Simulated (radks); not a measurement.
# Gd²⁺ in [Kr] 4d10 4f7 5s1 5p6 5d1 6p1: an all-electron calculation

Aim: the levels, the sizes of the orbitals and the parts of the energy of the gadolinium ion Gd2+.

Method: non-relativistic Kohn-Sham, SCAN, spin-polarised, spherical densities, point nucleus; open shells are filled with parallel spins first. Code: radks (a radial shooting solver on a logarithmic mesh, Libxc functionals) version 1.

**1. The system**

- element: gadolinium (Z = 64)
- charge: +2
- electrons: 62
- configuration: [Kr] 4d10 4f7 5s1 5p6 5d1 6p1

Outer shells as boxes (Hund's rule):

Gd²⁺
```
[Kr] core
4d [↑↓][↑↓][↑↓][↑↓][↑↓]
4f [↑ ][↑ ][↑ ][↑ ][↑ ][↑ ][↑ ]
5s [↑ ]
5p [↑↓][↑↓][↑↓]
5d [↑ ][  ][  ][  ][  ]
6p [↑ ][  ][  ]
```

**2. Self-consistent calculation**

Settings of this run:

```text
Z 64
configuration [Kr] 4d10 4f7 5s1 5p6 5d1 6p1 6s0 5f0 6d0 7p0
relativity non-relativistic
functional scan,scan
spin polarised
nucleus point
```

What does the calculation give?

The runs gave:

| quantity | value |
| --- | --- |
| total energy | -10822.3485 hartree |
| exchange-correlation share of it | 2.22 % |
| −T/E | 0.9997 |
| highest occupied level | 6p up, -13.028 eV |
| most extended occupied level | 6p up, <r> = 3.91 bohr |
| radius at density 0.001 e/bohr³ | 4.62 bohr |
| maxima of the radial density | 4 |

What this shows: 6 principal shells are occupied and 4 maxima appear in the radial density; where shells overlap, one shows as a shoulder or not at all. The ratio −T/E is 0.9997; for a non-relativistic Coulomb system it is 1 up to the kinetic part of correlation. This is not the tabulated ground configuration, so its levels and sizes aren't those of the ground state, and no measured value stands beside it.
